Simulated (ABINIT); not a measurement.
Runs of ABINIT 10.8.3 (patched build) on Si2Te. Symmetry: P6/mmm, No. 191, hexagonal system. Conventional cell: a = 4.170 Å, b = 4.170 Å, c = 4.263 Å, α = 90.00°, β = 90.00°, γ = 120.00°. Around Si (site symmetry -6m2) lie 3 Si at 2.41 Å. Te (site symmetry 6/mmm) is surrounded by 12 Si at 3.22 Å. The cell was built by a generator and needn't be a form met in nature.

```csv
level,potentials or basis,cell,cutoff (eV),gap on the mesh (eV),pressure (GPa)
PBE,SG15 NC PBE v1.2,as given,816,none,(a)
PBEsol,PseudoDojo NC SR PBEsol v0.4.1 standard,cell strained at random,925,none,-3.0
PW91,SG15 NC PBE v1.2,as given,707,none,0.4
PW91,SPMS NC PBE v1.0,as given,707,none,0.6
BLYP,PseudoDojo NC SR PBE v0.4.1 standard,cell stretched,952,none,3.5
```

Alike in all rows: task single point; no spin polarisation; k mesh 5 × 5 × 4; smearing fermi-dirac 0.05 eV; the mesh is coarse, so values aren't converged.

Task: Estimate the missing entries.

Result: (a) 0.2.

Caveats: all runs use coarse meshes; the potentials were made for another functional, which shifts forces and pressure (some runs); this build's PW91 may differ from other programs' (some runs); the cutoff is short for stress, so the pressure is rough (some runs).

A k mesh can miss the band edges, and the runs leave out spin-orbit coupling on Te.

A gap of «none» marks a metal or a gap under the smearing width.
